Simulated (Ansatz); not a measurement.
## HfB2, space group P6/mmm: cell relaxations under several functionals, step by step

Computed with the Ansatz DFT code, driven from Python.

Notebook, run cell by cell (the value of a cell's last expression is shown):

In [1]:
```python
import warnings

import ansatz as az
from ase import Atoms
import numpy as np
```

In [2]:
```python
def edges_and_angles(cell):
    cell = np.asarray(cell)
    a, b, c = np.linalg.norm(cell, axis=1)
    cosines = cell[1] @ cell[2] / (b * c), cell[0] @ cell[2] / (a * c), cell[0] @ cell[1] / (a * b)
    return (a, b, c, *np.degrees(np.arccos(cosines)))
```

In [3]:
```python
warnings.simplefilter("ignore", az.DeckWarning)
```

In [4]:
```python
atoms = Atoms(
    ["Hf", "B", "B"],
    scaled_positions=[
        [0.0, 0.0, 0.0],
        [1 / 3, 2 / 3, 0.5],
        [2 / 3, 1 / 3, 0.5],
    ],
    cell=[
        [3.14, 0.0, 0.0],
        [-1.57, 2.71932, 0.0],
        [0.0, 0.0, 3.48],
    ],
    pbc=True,
)
system = az.Crystal.from_ase(atoms)

model = (
    system.calculation()
    .kpoints(12, 12, 10)
    .occupations("Fermi-Dirac")
    .relax(cell=True, force_tolerance=0.005, max_steps=40)
)
```

In [5]:
```python
levels = [("pbe", "d3bj"), ("r2scan", "d4"), ("r2scan", "none")]
print("level            a       b       c    alpha   beta  gamma  V/atom  steps")
for name, dispersion in levels:
    seen = []
    run = model.functional(name, dispersion=dispersion).session().plan()
    done = run.execute(on_event=lambda e: seen.append(e) if e["event"] == "relax_step" else None)
    cell = done.lattice.cell_ang
    label = name if dispersion == "none" else f"{name}+{dispersion}"
    print("{:13s} {:7.4f} {:7.4f} {:7.4f} {:6.2f} {:6.2f} {:6.2f}".format(label, *edges_and_angles(cell)), f"{abs(np.linalg.det(cell)) / len(done.lattice.sites):7.3f} {len(seen):5d}")
```
```text
level            a       b       c    alpha   beta  gamma  V/atom  steps
pbe+d3bj       3.1219  3.1219  3.4562  90.00  90.00 120.00   9.724     6
r2scan+d4      3.1304  3.1304  3.4646  90.00  90.00 120.00   9.801     5
r2scan         3.1361  3.1361  3.4806  90.00  90.00 120.00   9.882     4
```

From smallest to largest: PBE+D3BJ (9.72 Å³ an atom, -1.8 % against the start), r2SCAN+D4 (9.80 Å³ an atom, -1.1 % against the start) and r2SCAN (9.88 Å³ an atom, -0.2 % against the start). The spread is 1.6 % in volume.

Reading the output:
- Forces vanish by symmetry, so the ions can't move, and the end may be a saddle.
- Dispersion corrections can be off by several per cent in the lattices of metals, and by several GPa in the pressure at a fixed cell.
- Spin-orbit coupling, which matters for elements this heavy, is left out.
- The structure is a deposited one; some such entries were measured under pressure or heat, so a shift against it needn't be the functional's error alone.
- Processor time in the engine: 69 s on 1 thread of Intel(R) Xeon(R) Processor @ 2.30GHz (shared host), peak memory 0.68 GiB.
